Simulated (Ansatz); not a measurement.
# C2H7BSi: the cost of one run

Program: Ansatz 0.2.0, Gaussian basis. Level of theory: the settings change from run to run. These are calculated values, not measurements.

### 1 The relaxed structure

An earlier PBE0-D4 in a triple-zeta def2 set relaxation fixed the geometry.

SMILES `B/C=C/[SiH3]`, 11 atoms, charge 0, spin multiplicity 1.

Atoms are counted from 1 here; the program's logs count them from 0.

Bond lengths: B1–C2 1.539 Å, B1–H5 1.197 Å, B1–H6 1.198 Å, C2–C3 1.347 Å, C2–H7 1.091 Å, C3–Si4 1.869 Å, C3–H8 1.091 Å, Si4–H9 1.488 Å, Si4–H10 1.485 Å, Si4–H11 1.488 Å. Angles: C2–B1–H5 121.9°, C2–B1–H6 118.7°, H5–B1–H6 119.5°, B1–C2–C3 121.3°, B1–C2–H7 120.9°, C3–C2–H7 117.8°, C2–C3–Si4 124.8°, C2–C3–H8 117.0°, Si4–C3–H8 118.2°, C3–Si4–H9 109.9°, C3–Si4–H10 109.3°, C3–Si4–H11 109.9°, H9–Si4–H10 109.8°, H9–Si4–H11 108.0°, H10–Si4–H11 109.8°.

### 2 B2PLYP/def2-mTZVP

Set apart from the defaults: charge -1, multiplicity 2.

Input file in.yaml:

```yaml
crystal:
  periodic: [false, false, false]
  atoms:
    - {symbol: B, position_ang: [-0.174897, 2.274544, -0.306292]}
    - {symbol: C, position_ang: [0.149185, 0.892765, 0.288295]}
    - {symbol: C, position_ang: [-0.178906, -0.241395, -0.359244]}
    - {symbol: Si, position_ang: [0.163306, -1.967090, 0.271399]}
    - {symbol: H, position_ang: [0.106676, 3.288928, 0.262535]}
    - {symbol: H, position_ang: [-0.725610, 2.328066, -1.369121]}
    - {symbol: H, position_ang: [0.652102, 0.801235, 1.251582]}
    - {symbol: H, position_ang: [-0.681725, -0.133986, -1.321832]}
    - {symbol: H, position_ang: [1.015478, -2.702631, -0.701075]}
    - {symbol: H, position_ang: [0.853830, -1.882903, 1.583443]}
    - {symbol: H, position_ang: [-1.114138, -2.714633, 0.420810]}
basis:
  gaussian: {orbitals: def2-mTZVP}
total_charge: -1
magnetization: {spin_polarized: true, initial_magnetization: 1}
hamiltonian: {xc: {name: B2PLYP}}
output: {forces: true}
```

Run with:

```bash
$ ansatz run in.yaml --threads 2 --pin off --events-out ev --progress --plain --max-ram 4352MiB
```

What time and memory should one allow on 2 threads of Arm Neoverse V1, shared host?

About 10 s, with a peak of 0.33 GiB.
